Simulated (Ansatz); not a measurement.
# Li (bcc type): how the settings move a single-point run

Aim: see which settings change the result for Li (bcc type), by how much, and at what cost.

Computed with Ansatz 0.2.0 (reference: DFT, PBE, PAW with Ansatz's default frozen-core files, scalar-relativistic, unless a step's input says otherwise).

### Step 1. The structure to begin with

It takes space group Im-3m (No. 229, cubic). Conventional cell: a = 2.530 Å, b = 2.530 Å, c = 2.530 Å, α = 90.00°, β = 90.00°, γ = 90.00°. Li (site symmetry m-3m) is surrounded by 8 Li at 2.19 Å.

Structure file:

```
Li
1.0
    -1.26481    1.26481    1.26481
     1.26481   -1.26481    1.26481
     1.26481    1.26481   -1.26481
Li
1
Cartesian
  0.0000 0.0000 0.0000
```

### Step 2. Baseline

File input.yaml:

```yaml
crystal:
  lattice:
    - [-1.2648100268, 1.2648100268, 1.2648100268]
    - [1.2648100268, -1.2648100268, 1.2648100268]
    - [1.2648100268, 1.2648100268, -1.2648100268]
  atoms:
    - { symbol: Li, position: [0.0, 0.0, 0.0] }
kpoints:
  mp_grid: { grid: [17, 17, 17] }
scf:
  occupations: { method: fermi_dirac, width: 0.1 }
hamiltonian:
  xc: pbe
  pseudopotentials: { kind: paw }
output:
  forces: true
  stress: true
  eigenvalues: true
basis:
  ecutwfc: 250
```

The run is started by

```
> ansatz run input.yaml --threads 1 --pin off --max-ram 2048MiB --backend cpu --events-out ev --progress --plain --runs-dir out
```

### Step 3. Changing settings: dispersion d3bjatm, ecutwfc 550 eV

Changes to input.yaml since step 2:

```diff
@@ -14,2 +14,3 @@
   pseudopotentials: { kind: paw }
+  dispersion: d3bjatm
 output:
@@ -19,2 +20,2 @@
 basis:
-  ecutwfc: 250
+  ecutwfc: "550 eV"
```

Q: Predict the outcome of this session. Wanted: for each run, ending; energy change; pressure; gap; force.

As calculated:

| run | ending | energy change | pressure (GPa) | gap (eV) | force (eV/Å) | cycles | time |
| --- | --- | --- | --- | --- | --- | --- | --- |
| reference | converged | 0 | 59.7 | 0.00 | 0.00 | 6 | 0.76 s |
| 1: dispersion d3bjatm, ecutwfc 550 eV | converged | -437.2 meV/atom (dispersion and other settings together) | 52.3 | 0.00 | 0.00 | 6 | 1.8 s |

Residual by cycle in the longest SCF loop of each run; runs are numbered as in the table. The quantity is the density residual dr2, in eV.

| cycle | reference | run 1 |
| --- | --- | --- |
| 1 | 1.3e-5 | 2.2e-5 |
| 2 | 6.4e-6 | 4.9e-6 |
| 3 | 8.0e-8 | 3.1e-8 |
| 4 | 8.4e-10 | 2.1e-10 |
| 5 | 4.3e-12 | 6.5e-12 |
| 6 | 1.9e-14 | 9.0e-16 |

What this shows: Changing the dispersion term and cutoff moves the energy by -437.2 meV/atom, and the pressure goes from 59.7 to 52.3 GPa. The dispersion term itself accounts for -392.1 meV/atom of it. The structure is not at rest: the sound run finds 60 GPa, so these are no properties of the relaxed crystal. 
